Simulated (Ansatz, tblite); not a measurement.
**(BeO)6 prism (Be₆O₆): one state, many levels**

How do method and basis change the picture of (BeO)6 prism (Be₆O₆) (singlet)?

Program: Ansatz 0.2.0, Gaussian basis. Level of theory: as each input shows. These are calculated values, not measurements.

Plan: GFN1-xTB, GFN2-xTB, PBE-D4/def2-TZVP, r2SCAN-D4/def2-TZVP, BLYP-D4/def2-TZVP, B3LYP-D4/def2-TZVP, BHLYP-D4/def2-TZVP, PBE-D4/def2-SVP, PBE0-D4/def2-SVP, HF/STO-3G, CCSD(T)/def2-SVP, MP2/def2-TZVP.

2 further runs of the same task are left out: 2 set aside as unsound or not needed. Runs told in other sessions of the task aren't counted.

## (1) The geometry

The geometry is that of the singlet, from an earlier relaxation (r2SCAN-D4/def2-SVP).

12 atoms, charge 0, spin multiplicity 1.

Bond lengths: Be1–O7 1.568 Å, Be1–O9 1.568 Å, Be1–O10 1.690 Å, Be2–O7 1.568 Å, Be2–O8 1.568 Å, Be2–O11 1.690 Å, Be3–O8 1.568 Å, Be3–O9 1.568 Å, Be3–O12 1.689 Å, Be4–O9 1.690 Å, Be4–O10 1.568 Å, Be4–O12 1.568 Å, Be5–O7 1.689 Å, Be5–O10 1.568 Å, Be5–O11 1.568 Å, Be6–O8 1.690 Å, Be6–O11 1.568 Å, Be6–O12 1.568 Å. Angles: O7–Be1–O9 129.1°, O7–Be1–O10 98.4°, O9–Be1–O10 98.4°, O7–Be2–O8 129.1°, O7–Be2–O11 98.4°, O8–Be2–O11 98.4°, O8–Be3–O9 129.2°, O8–Be3–O12 98.4°, O9–Be3–O12 98.4°, O9–Be4–O10 98.4°, O9–Be4–O12 98.4°, O10–Be4–O12 129.1°, O7–Be5–O10 98.4°, O7–Be5–O11 98.4°, O10–Be5–O11 129.1°, O8–Be6–O11 98.4°, O8–Be6–O12 98.4°, O11–Be6–O12 129.1° and more.

PBE0-D4/def2-TZVP was run before; its log isn't repeated, and its numbers join the tables.

## (2) GFN1-xTB

Tight binding, by tblite at 300 K electronic temperature and without a spin-polarisation term:

```python
tblite.interface.Calculator('GFN1-xTB', numbers, positions, charge=0, uhf=0).singlepoint()
```

Energy -903.3903 eV, HOMO -10.00 eV, LUMO -6.98 eV; 0.008 s.

## (3) GFN2-xTB

Tight binding, by tblite at 300 K electronic temperature and without a spin-polarisation term:

```python
tblite.interface.Calculator('GFN2-xTB', numbers, positions, charge=0, uhf=0).singlepoint()
```

Energy -790.7042 eV, HOMO -11.75 eV, LUMO -8.43 eV; 0.01 s.

## (4) PBE-D4/def2-TZVP

start.molden holds the orbitals of an earlier run on this state, given as this run's starting guess.

File in.yaml:

```yaml
crystal:
  periodic: [false, false, false]
  atoms:
    - {symbol: Be, position_ang: [-1.100873, -1.189838, -0.328781]}
    - {symbol: Be, position_ang: [0.866424, -0.710869, 1.216431]}
    - {symbol: Be, position_ang: [1.042716, -0.187730, -1.269322]}
    - {symbol: Be, position_ang: [-0.866412, 0.710875, -1.216431]}
    - {symbol: Be, position_ang: [-1.042728, 0.187743, 1.269345]}
    - {symbol: Be, position_ang: [1.100860, 1.189810, 0.328769]}
    - {symbol: O, position_ang: [-0.531376, -1.415070, 1.115147]}
    - {symbol: O, position_ang: [1.853122, -0.300556, 0.068666]}
    - {symbol: O, position_ang: [-0.334971, -0.833328, -1.649997]}
    - {symbol: O, position_ang: [-1.853114, 0.300588, -0.068652]}
    - {symbol: O, position_ang: [0.334961, 0.833325, 1.650002]}
    - {symbol: O, position_ang: [0.531390, 1.415051, -1.115165]}
basis:
  gaussian: {orbitals: def2-TZVP, initial_orbitals: start.molden}
hamiltonian: {xc: pbe, dispersion: d4}
scf: {omitted_lower_state_checks: [starts]}
output: {forces: true, orbitals: {seedname: orbitals}}
```

The run is started by

```bash
> ansatz run in.yaml --threads 4 --pin off --events-out ev --progress --plain --max-ram 4787MiB
```

The runs that follow: r2SCAN-D4/def2-TZVP; BLYP-D4/def2-TZVP; B3LYP-D4/def2-TZVP; BHLYP-D4/def2-TZVP; PBE-D4/def2-SVP; PBE0-D4/def2-SVP; HF/STO-3G; CCSD(T)/def2-SVP; MP2/def2-TZVP.

**Question.** What will the summary of the whole plan be? Wanted: gap in def2-TZVP, named functionals, smallest and largest; correlation energy, CCSD(T)/def2-SVP; correlation energy, MP2/def2-TZVP; binding an atom, CCSD(T)/def2-SVP; PBE0 total energy, smallest basis above largest.

The runs gave:

| quantity | value |
| --- | --- |
| gap in def2-TZVP, named functionals, smallest and largest | 4.74 eV (BLYP-D4), 9.27 eV (BHLYP-D4) |
| correlation energy, CCSD(T)/def2-SVP | -35.92 eV |
| correlation energy, MP2/def2-TZVP | -49.85 eV |
| binding an atom, CCSD(T)/def2-SVP | 4.485 eV |
| PBE0 total energy, smallest basis above largest | 18.12 eV (def2-SVP, def2-TZVP) |

What this shows: Orbital gaps of the named functionals in def2-TZVP span 4.74 eV (BLYP-D4) to 9.27 eV (BHLYP-D4); exact exchange widens it. A small miss in a minimal or small basis is a cancelling of errors, not accuracy. The functionals in def2-TZVP miss CCSD(T)/def2-SVP by +0.411 (BHLYP-D4) to +0.809 eV (PBE-D4) an atom. The yardstick is in a double-zeta basis, so levels in larger sets aren't compared like for like. The reference is CCSD(T) in one finite basis, so it carries an error of its own, often a tenth of an eV or more, and near misses can't be ranked.
